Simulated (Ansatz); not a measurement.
# CrRh3: the cost of one run

Program: Ansatz 0.2.0. Level of theory: DFT, LDA, PAW with Ansatz's default frozen-core files, scalar-relativistic. These are calculated values, not measurements.

## (1) The structure to begin with

Symmetry: Pm-3m, No. 221, cubic system. Conventional cell: a = 3.791 Å, b = 3.791 Å, c = 3.791 Å, α = 90.00°, β = 90.00°, γ = 90.00°. Around Cr (site symmetry m-3m) lie 12 Rh at 2.68 Å. Around Rh (site symmetry 4/mmm) lie 4 Cr at 2.68 Å and 8 Rh at 2.68 Å.

Coordinates:

```xyz
4
Lattice="3.7906 0.0000 0.0000 0.0000 3.7906 0.0000 0.0000 0.0000 3.7906" Properties=species:S:1:pos:R:3 pbc="T T T"
Cr    0.0000    0.0000    0.0000
Rh    0.0000    1.8953    1.8953
Rh    1.8953    1.8953    0.0000
Rh    1.8953    0.0000    1.8953
```

Atoms are numbered in the order of the input: Cr1, Rh2, Rh3, Rh4.

## (2) Free moments from the typed start, PAW

The input, input.yaml:

```yaml
crystal:
  lattice:
    - [3.7905530633, 0.0, 0.0]
    - [0.0, 3.7905530633, 0.0]
    - [0.0, 0.0, 3.7905530633]
  atoms:
    - { symbol: Cr, position: [0.0, 0.0, 0.0], spin: 3.0 }
    - { symbol: Rh, position: [0.0, 0.5, 0.5], spin: -1.0 }
    - { symbol: Rh, position: [0.5, 0.5, 0.0], spin: -1.0 }
    - { symbol: Rh, position: [0.5, 0.0, 0.5], spin: -1.0 }
magnetization:
  spin_polarized: true
kpoints:
  mp_grid: { grid: [8, 8, 8] }
scf:
  occupations: { method: fermi_dirac, width: 0.05 }
  lower_state_search: "off"
hamiltonian:
  xc: lda
  pseudopotentials: { kind: paw }
output:
  forces: true
  stress: true
  eigenvalues: true
  populations: true
  dos: { projected: true, de: 0.1, e_range: [-8, 5] }
  write_density: true
  write_potential: true
  elf: true
  volumetric_format: npy
```

Started as:

```sh
$ ansatz run input.yaml --threads 2 --pin off --max-ram 6144MiB --backend cpu --events-out ev --progress --plain --runs-dir out
```

**Question.** How long does this run take on 2 threads of Arm Neoverse V1, shared host, and how much memory does it need?

About 12 s, with a peak of 0.4 GiB.
